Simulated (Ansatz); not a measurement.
Working through a ladder of methods at one geometry of C₂H₆FSi, SMILES C[Si](C)F

Computed with Ansatz 0.2.0 through its Python package.

At the Python prompt:
```pycon
>>> from pathlib import Path
>>> import ansatz as az
>>> import numpy as np
>>> BASIS = "def2-SVP"
>>> geometry_ang = [
...     ("C", (-0.6969, 1.1552, -0.629)),
...     ("Si", (0.0425, -0.4674, -0.7401)),
...     ("C", (0.9373, -0.9045, 0.7827)),
...     ("F", (-1.0316, -1.5472, -0.9704)),
...     ("H", (-1.2845, 1.4275, -1.5803)),
...     ("H", (-1.4604, 1.2661, 0.185)),
...     ("H", (0.0277, 1.9872, -0.4803)),
...     ("H", (1.8086, -0.17, 0.9915)),
...     ("H", (0.3112, -0.9027, 1.7094)),
...     ("H", (1.4292, -1.8954, 0.7344)),
... ]
>>> c2h6fsi = az.Crystal.molecule()
>>> for symbol, xyz in geometry_ang:
...     c2h6fsi = c2h6fsi.atom(symbol, xyz)
...
>>> job = (
...     c2h6fsi.calculation()
...     .basis(gaussian=BASIS)
...     .spin("collinear", total=1)
... )
>>> print("functional    E (Ha)        dipole (D)   HOMO (eV)  LUMO (eV)")
functional    E (Ha)        dipole (D)   HOMO (eV)  LUMO (eV)
>>> for name in ["pbe0", "lda", "pbe", "hf", "blyp"]:
...     r = job.functional(name).forces().orbitals().run(threads=1, pin="off", runs_dir="runs").report
...     lines = Path(r["orbitals_path"]).read_text().splitlines()
...     field_of = lambda key: [line.split("=")[1].strip() for line in lines if line.startswith(key)]
...     orbitals = [(27.211386 * float(e), s, float(n)) for e, s, n in zip(field_of("Ene="), field_of("Spin="), field_of("Occup="))]
...     homo = max(e for e, _, n in orbitals if n > 0.5)
...     lumo = min(e for e, _, n in orbitals if n < 0.5)
...     dipole = 4.803205 * np.linalg.norm(r["charge_distribution"]["dipole_moment_e_ang"])
...     print(f"{name:10s} {r['free_energy_ev'] / 27.211386246:14.6f} {dipole:9.3f} {homo:11.3f} {lumo:10.3f}")
...
pbe0          -468.626226     1.589      -5.393     -1.442
lda           -466.372413     1.621      -4.076     -2.747
pbe           -468.576511     1.496      -4.168     -2.340
hf            -467.392787     1.655      -8.541      2.324
blyp          -468.866573     1.428      -3.965     -2.402
```

These settings explore the input space; basis and method may be short of convergence. The geometry is a force-field or estimated start, not a minimum of this method, and the basis set is short of its limit. A lower total doesn't mark the better method: functionals have no common bound, and MP2 and coupled cluster aren't variational. The species is open-shell (spin multiplicity 2). Levels such as HOMO and LUMO are orbital energies: with these approximate functionals they aren't the ionisation energy and electron affinity, and their gap isn't the fundamental gap. It ran for 18 s on 1 thread of Arm Neoverse V1, on a shared host, peak memory 0.29 GiB.

(Lines on the test bed's own set-up are left out of the output.)
